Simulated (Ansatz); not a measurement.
# C₄H₉Cl₃Sn: how energies converge with the basis set

An exercise on one series of results from a longer session: the logs are not shown, and one member is left open.

Method: one geometry, several basis sets; program: Ansatz 0.2.0, Gaussian basis.

Levels to be run: PBE0-D4/def2-SVP; ωB97M-V/def2-SVP; PBE0-D4/def2-QZVPP; ωB97M-V/def2-QZVPP; the functionals' def2-TZVPP values are taken from earlier runs.

## The relaxed structure

An earlier PBE0-D4 in a triple-zeta def2 set relaxation fixed the geometry. Sn takes the def2 core potential; no spin-orbit term is included.

SMILES `CC(C)[CH2][Sn]([Cl])([Cl])[Cl]`, 17 atoms, charge 0, spin multiplicity 1.

Atoms are counted from 1 here; the program's logs count them from 0.

Bond lengths: C1–C2 1.524 Å, C1–H9 1.093 Å, C1–H10 1.092 Å, C1–H11 1.094 Å, C2–C3 1.521 Å, C2–C4 1.524 Å, C2–H12 1.096 Å, C3–H13 1.094 Å, C3–H14 1.094 Å, C3–H15 1.092 Å, C4–Sn5 2.133 Å, C4–H16 1.094 Å, C4–H17 1.093 Å, Sn5–Cl6 2.314 Å, Sn5–Cl7 2.314 Å, Sn5–Cl8 2.317 Å. Angles: C2–C1–H9 110.7°, C2–C1–H10 111.5°, C2–C1–H11 110.8°, H9–C1–H10 108.0°, H9–C1–H11 107.8°, H10–C1–H11 108.0°, C1–C2–C3 111.0°, C1–C2–C4 109.3°, C1–C2–H12 108.0°, C3–C2–C4 111.8°, C3–C2–H12 108.2°, C4–C2–H12 108.3°, C2–C3–H13 110.9°, C2–C3–H14 112.3°, C2–C3–H15 110.8°, H13–C3–H14 107.7°, H13–C3–H15 107.9°, H14–C3–H15 107.1° and more.

The first run:

Input file in.yaml:

```yaml
crystal:
  periodic: [false, false, false]
  atoms:
    - {symbol: C, position_ang: [-0.235731, -1.920508, 0.950283]}
    - {symbol: C, position_ang: [-0.117516, -0.754838, -0.025068]}
    - {symbol: C, position_ang: [-1.490568, -0.229935, -0.416051]}
    - {symbol: C, position_ang: [0.750936, 0.334222, 0.593502]}
    - {symbol: Sn, position_ang: [1.129122, 1.971816, -0.719255]}
    - {symbol: Cl, position_ang: [3.161771, 2.986224, -0.277976]}
    - {symbol: Cl, position_ang: [-0.457475, 3.652885, -0.612637]}
    - {symbol: Cl, position_ang: [1.206776, 1.291285, -2.932234]}
    - {symbol: H, position_ang: [-0.822895, -2.731615, 0.513145]}
    - {symbol: H, position_ang: [0.745171, -2.320345, 1.217368]}
    - {symbol: H, position_ang: [-0.734127, -1.605698, 1.872035]}
    - {symbol: H, position_ang: [0.380294, -1.119900, -0.931035]}
    - {symbol: H, position_ang: [-2.010396, 0.187967, 0.451242]}
    - {symbol: H, position_ang: [-1.433793, 0.552457, -1.179092]}
    - {symbol: H, position_ang: [-2.109787, -1.031265, -0.824130]}
    - {symbol: H, position_ang: [0.280947, 0.771485, 1.479411]}
    - {symbol: H, position_ang: [1.738470, -0.034740, 0.880691]}
basis:
  gaussian: {orbitals: def2-SVP}
hamiltonian: {xc: pbe0, dispersion: d4}
output: {orbitals: {seedname: orbitals}}
```

Command:

```bash
$ ansatz run in.yaml --threads 5 --pin off --events-out ev --progress --plain --max-ram 66560MiB --backend cpu
```

Steps of the session up to this table: PBE0-D4 in def2-SVP; ωB97M-V in def2-SVP; PBE0-D4 in def2-QZVPP; ωB97M-V in def2-QZVPP.

One table of the session follows, with a row left open; its other results are not shown here.

It belongs to the step «Density functionals: the series». 

```
functional       basis  HOMO (eV)  LUMO (eV)
   PBE0-D4    def2-SVP      -8.56      -1.72
   PBE0-D4  def2-TZVPP      -8.62      -1.88
   PBE0-D4  def2-QZVPP      -8.63      -1.93
   ωB97M-V    def2-SVP     -10.63       0.39
   ωB97M-V  def2-TZVPP          ?          ?
   ωB97M-V  def2-QZVPP     -10.74       0.01
```

Estimate the missing values for ωB97M-V, def2-TZVPP.

**Answer.** HOMO (eV): -10.72; LUMO (eV): 0.13. In the column «HOMO (eV)» it lies between ωB97M-V, def2-QZVPP (-10.74) and ωB97M-V, def2-SVP (-10.63).
